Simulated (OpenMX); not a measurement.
MoSe:

```
Mo Se
1.0
     0.00000    2.89288    2.89288
     2.89288    0.00000    2.89288
     2.89288    2.89288    0.00000
Mo Se
1 1
Cartesian
  0.0000 0.0000 0.0000
  2.8929 2.8929 2.8929
```

The cell was built by a generator and needn't be a form met in nature.

Base run:

```yaml
Program: OpenMX 3.8.5
Functional: LDA
Potentials_or_basis: OpenMX 2013 LDA set, Mo7.0-s3p2d2, Se7.0-s3p2d2, grid cutoff 400 Ry
k_mesh: 7 × 7 × 7
Occupations: fermi-dirac, width 0.05 eV
Spin: no spin polarisation
```

Its results: pressure -24.6 GPa.

Q: The run is repeated on the same cell with these changes: functional from LDA to PBE; potentials or basis from OpenMX 2013 LDA set, Mo7.0-s3p2d2, Se7.0-s3p2d2, grid cutoff 400 Ry to OpenMX 2013 PBE set, Mo7.0-s3p2d2, Se7.0-s3p2d2, grid cutoff 400 Ry. What comes out?

A: Pressure -19.5 GPa.

Caveats: the basis of atomic orbitals isn't converged, which shifts pressures, moduli and gaps.

Not every run made on this cell is shown here.
